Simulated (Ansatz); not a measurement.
# AlClH2O2: the cost of one run

All numbers below are computed with Ansatz 0.2.0 (RKS PBE0/def2-SVP).

### 1 The starting structure

Bond lengths: Al1–Cl2 2.230 Å, Al1–O3 1.780 Å, O3–H4 1.010 Å, Al1–O5 1.780 Å, O5–H6 1.010 Å. Angles: Cl2–Al1–O3 120.0°, Cl2–Al1–O5 120.0°, O3–Al1–O5 120.0°, Al1–O3–H4 109.5°, Al1–O5–H6 109.5°.

Coordinates:

```xyz
6

Al    0.0000    0.0000    0.0000
Cl    0.0000    0.0000    2.2300
O     1.5415    0.0000   -0.8900
H     1.8414   -0.9519   -1.0449
O    -1.5415    0.0000   -0.8900
H    -2.0512   -0.8467   -0.6815
```

### 2 Preparing the start

input.yaml

```yaml
crystal:
  periodic: [false, false, false]
  atoms:
    - { symbol: Al, position_ang: [0.0, 0.0, 0.0] }
    - { symbol: Cl, position_ang: [0.0, 0.0, 2.23] }
    - { symbol: O, position_ang: [1.5415, 0.0, -0.89] }
    - { symbol: H, position_ang: [1.8414, -0.9519, -1.0449] }
    - { symbol: O, position_ang: [-1.5415, 0.0, -0.89] }
    - { symbol: H, position_ang: [-2.0512, -0.8467, -0.6815] }
basis:
  gaussian: { orbitals: def2-SVP }
hamiltonian:
  xc: pbe0
relax:
  f_tol: 0.02
  max_steps: 40
```

The run is started by

```
ansatz run input.yaml --threads 1 --pin off --max-ram 2048MiB --backend cpu --events-out ev --progress --plain --runs-dir out
```

What time and memory should one allow on 1 thread of Arm Neoverse V1, shared host?

About 27 s, with a peak of 0.14 GiB.
